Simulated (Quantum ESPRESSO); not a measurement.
## ScSi2 in Quantum ESPRESSO: convergence with number of bands

Crystal: ScSi2.

```
CELL_PARAMETERS angstrom
3.66000 0.00000 0.00000
-1.83000 3.16965 0.00000
0.00000 0.00000 3.87000
ATOMIC_POSITIONS crystal
Sc 0.00000 0.00000 0.00000
Si 0.66667 0.33333 0.50000
Si 0.33333 0.66667 0.50000
```

* Program: Quantum ESPRESSO 7.5
* Task: single point
* Functional: PBEsol
* Potentials or basis: GBRV 1.5 PBEsol
* Cutoff: 612 eV
* Density cutoff: 4898 eV
* k mesh: 8 × 8 × 7
* Occupations: cold, width 0.1 eV
* Spin: no spin polarisation

These are the settings of the first run; the series varies number of bands, with any setting tied to it.

Hardware: 1 thread of Arm Neoverse V1, with other jobs on the host.

```
number of bands  energy less the tightest run, at zero smearing (meV/atom)  SCF cycles  CPU time (s)  peak memory (GiB)
             12                                                       0.00          10            22               0.16
             13                                                       0.00           9            21               0.16
             14                                                       0.00           9            22               0.16
             16                                                       0.00           9            22               0.16
             20                                                       0.00           8            23               0.17
             28                                                       0.00           8            34               0.18
```

Against the tightest run, the energy stays within 1 meV/atom from 12 on. The tightest run that finished is the yardstick and may itself not be fully converged.
